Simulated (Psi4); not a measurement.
# InSiH5 (SMILES [SiH3][InH2]): MP2/def2-TZVP (Cholesky decomposition, core potential, density fitting for correlation, cholesky tolerance 0.001, sweep point 6)

Aim: the vertical electron affinity of InSiH5 at MP2/def2-TZVP (Cholesky decomposition, core potential, density fitting for correlation, cholesky tolerance 0.001, sweep point 6), from 2 runs. 

Program for the calculation: Psi4 1.11.

2 further runs of the same task are left out: 2 set aside as unsound or not needed.

## (1) Starting point

The species is InSiH5 (7 atoms), meant as a singlet with charge 0. SMILES: `[SiH3][InH2]`. Geometry: relaxed at PBE0-D4/def2-TZVP.

Bond lengths: Si1–In2 2.575 Å, Si1–H3 1.488 Å, Si1–H4 1.491 Å, Si1–H5 1.491 Å, In2–H6 1.729 Å, In2–H7 1.730 Å. Angles: Si1–In2–H6 122.1°, Si1–In2–H7 119.9°, In2–Si1–H3 113.2°, In2–Si1–H4 110.5°, In2–Si1–H5 110.1°, H6–In2–H7 118.0°, H3–Si1–H4 107.8°, H3–Si1–H5 107.7°, H4–Si1–H5 107.3°.

## (2) A single-point energy at MP2/def2-TZVP (Cholesky decomposition, core potential, density fitting for correlation, cholesky tolerance 0.001, sweep point 6)

calc.dat

```
memory 1.6 GB

molecule system {
  0 1
  Si    -0.667100    -0.641500    -0.642100
  In     0.830800     0.837600     0.840500
  H     -2.119900    -0.371100    -0.463600
  H     -0.432000    -2.083300    -0.345900
  H     -0.338000    -0.425500    -2.080000
  H      0.179100     2.062100     1.872000
  H      2.547100     0.621800     0.819100
  symmetry c1
}

set basis def2-TZVP
set puream true
set scf_type cd
set num_frozen_docc 9
set cholesky_tolerance 0.001

e_tot, wfn = energy('mp2', return_wfn=True)
```

Launch:

```
$ psi4 -n 1 calc.dat calc.out
```

calc.out:

```text
[...]
    !!!  WARNING: ECP capability is in beta. Please check occupations closely.  !!!
[...]
  Running in c1 symmetry.
[...]
  Nuclear repulsion =  103.451878183438424
[...]
  Multiplicity = 1
[...]
  Nalpha       = 20
  Nbeta        = 20
[...]
    Number of basis functions: 117
[...]
   @RHF iter   1:  -480.96130765507422   -1.30813e+00   3.07529e-03 DIIS/ADIIS
[...]
   @RHF iter  11:  -481.02944879614279   -8.18545e-12   3.88016e-09 DIIS
[...]
    Orbital Energies [Eh]
    ---------------------
    Doubly Occupied:
       1A    -68.765572     2A     -6.116690     3A     -5.384054
       4A     -4.222898     5A     -4.222753     6A     -4.222673
       7A     -3.645646     8A     -3.635770     9A     -3.635359
      10A     -1.033272    11A     -1.026478    12A     -1.025510
      13A     -1.021965    14A     -1.019194    15A     -0.711666
      16A     -0.543328    17A     -0.480567    18A     -0.479745
      19A     -0.403705    20A     -0.356045
[...]
  @RHF Final Energy:  -481.02944879614279
   => Energetics <=
    Nuclear Repulsion Energy =            103.4518781834384242
    One-Electron Energy =                -945.0568764092333822
    Two-Electron Energy =                 360.5755494296521420
    Total Energy =                       -481.0294487961427876
[...]
 Multipole Moments:
 ------------------------------------------------------------------------------------
     Multipole            Electronic (a.u.)      Nuclear  (a.u.)        Total (a.u.)
 ------------------------------------------------------------------------------------
 L = 1.  Multiply by 2.5417464519 to convert [e a0] to [Debye]
 Dipole X            :         24.1376083          -24.1494465           -0.0118382
 Dipole Y            :         24.0334231          -24.0119898            0.0214333
 Dipole Z            :         24.1012088          -24.0777811            0.0234278
 Magnitude           :                                                    0.0338879
[...]
```

Run time: 6.6 s. Hardware: 1 thread of Intel Xeon Platinum 8488C (Sapphire Rapids), shared host; peak memory 0.28 GiB.

## (3) The doublet anion at the same level

h5insi.dat

```
memory 1600 mb

molecule mol {
  -1 2
  Si    -0.667100    -0.641500    -0.642100
  In     0.830800     0.837600     0.840500
  H     -2.119900    -0.371100    -0.463600
  H     -0.432000    -2.083300    -0.345900
  H     -0.338000    -0.425500    -2.080000
  H      0.179100     2.062100     1.872000
  H      2.547100     0.621800     0.819100
  symmetry c1
}

set {
  reference          uhf
  puream             true
  scf_type           cd
  num_frozen_docc    9
  cholesky_tolerance 0.001
  maxiter            150
}

e, wfn = energy('mp2/def2-TZVP', return_wfn=True)
print_variables()
```

Launch:

```
$ psi4 h5insi.dat h5insi.out -n 1
```

h5insi.out:

```text
[...]
    !!!  WARNING: ECP capability is in beta. Please check occupations closely.  !!!
[...]
  Running in c1 symmetry.
[...]
  Nuclear repulsion =  103.451878183438424
[...]
  Multiplicity = 2
[...]
  Nalpha       = 21
  Nbeta        = 20
[...]
    Number of basis functions: 117
[...]
   @UHF iter   1:  -480.89059492431437   -1.23742e+00   3.87649e-03 ADIIS/DIIS
[...]
   @UHF iter  14:  -481.03020953187070   -2.83080e-11   8.85655e-09 DIIS
[...]
   @S^2 Observed:                7.660752294E-01
[...]
    Orbital Energies [Eh]
    ---------------------
    Alpha Occupied:
       1A    -68.605088     2A     -5.955057     3A     -5.171007
       4A     -4.061477     5A     -4.061291     6A     -4.060609
       7A     -3.429292     8A     -3.424246     9A     -3.423769
      10A     -0.815193    11A     -0.813494    12A     -0.811720
      13A     -0.810928    14A     -0.810571    15A     -0.552514
      16A     -0.365886    17A     -0.329482    18A     -0.328411
      19A     -0.212507    20A     -0.176149    21A     -0.015416
    Alpha Virtual:
      22A      0.213165    23A      0.228475    24A      0.261061
      25A      0.270463    26A      0.292002    27A      0.308442
[...]
  @UHF Final Energy:  -481.03020953187070
   => Energetics <=
    Nuclear Repulsion Energy =            103.4518781834384242
    One-Electron Energy =                -952.5338855005247751
    Two-Electron Energy =                 368.0517977852156264
    Total Energy =                       -481.0302095318706961
  UHF NO Occupations:
  HONO-2 :   19  A 1.9988818
  HONO-1 :   20  A 1.9943441
[...]
 Multipole Moments:
 ------------------------------------------------------------------------------------
     Multipole            Electronic (a.u.)      Nuclear  (a.u.)        Total (a.u.)
 ------------------------------------------------------------------------------------
 L = 1.  Multiply by 2.5417464519 to convert [e a0] to [Debye]
 Dipole X            :         23.9533069          -24.1494465           -0.1961396
 Dipole Y            :         23.8083231          -24.0119898           -0.2036668
 Dipole Z            :         23.8678253          -24.0777811           -0.2099558
 Magnitude           :                                                    0.3521822
[...]
```

It took 7.5 s on 1 thread of Intel Xeon Platinum 8488C (Sapphire Rapids), shared host; peak memory 0.28 GiB.

## (4) What came out

At MP2/def2-TZVP (Cholesky decomposition, core potential, density fitting for correlation, cholesky tolerance 0.001, sweep point 6), 9 core orbitals frozen:

```
                                                                 quantity          value
                                             singlet InSiH5: total energy  -481.43898 Eh
                      singlet InSiH5: HOMO energy (Hartree–Fock orbitals)       -9.69 eV
                      singlet InSiH5: LUMO energy (Hartree–Fock orbitals)        0.32 eV
                    singlet InSiH5: HOMO–LUMO gap (Hartree–Fock orbitals)       10.01 eV
              singlet InSiH5: correlation energy (9 core orbitals frozen)     -409.5 mEh
                                              doublet anion: total energy  -481.45768 Eh
doublet anion: HOMO energy (Hartree–Fock orbitals) (highest over α and β)       -0.42 eV
 doublet anion: LUMO energy (Hartree–Fock orbitals) (lowest over α and β)        5.39 eV
               doublet anion: correlation energy (9 core orbitals frozen)     -427.5 mEh
                         doublet anion: ⟨S²⟩ of the reference determinant          0.766
                        vertical electron affinity (to the doublet anion)       0.509 eV
```

At fixed nuclei the extra electron is bound by 0.51 eV (11.7 kcal/mol). The basis has no diffuse functions, so the error can be as large as this value.
